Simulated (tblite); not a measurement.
# C2H6OSi: the cost of one run

Computed with tblite 0.8.0 and PySCF 2.14.0; each step states its level. No surroundings beyond the atoms listed, unless a continuum is named. Atoms count from 0, parts from 1.

## Step 1: The system as given

10 atoms, charge 0, multiplicity 3; geometry: distance geometry start.

## Step 2: Geometry optimisation with GFN2-xTB

Job settings and geometry (Å):

```
{"job": {"kind": "relax", "xc": "GFN2-xTB", "basis": "xTB"}, "charge": 0, "multiplicity": 3}
C      0.288969     0.924565     0.730071
Si     1.764685    -0.072625     0.322468
O     -0.813276     0.187797     1.100588
C     -1.753049     0.039648     0.073377
H      2.327379    -0.766634     1.493909
H      1.489425    -1.138893    -0.661039
H      2.801796     0.868148    -0.140144
H     -1.286913    -0.464139    -0.824009
H     -2.617406    -0.584721     0.426168
H     -2.191659     0.970042    -0.259077
```

With the program's defaults for keys left out, this is: GFN2-xTB geometry optimisation, gas phase.

Launch:

```console
$ OMP_NUM_THREADS=1 python cluster_run.py task.json out
```

This one command runs all jobs of the session in turn.

**Question.** How long does this first job take on 1 thread of Arm Neoverse N1, shared host?

About 2.5 s.
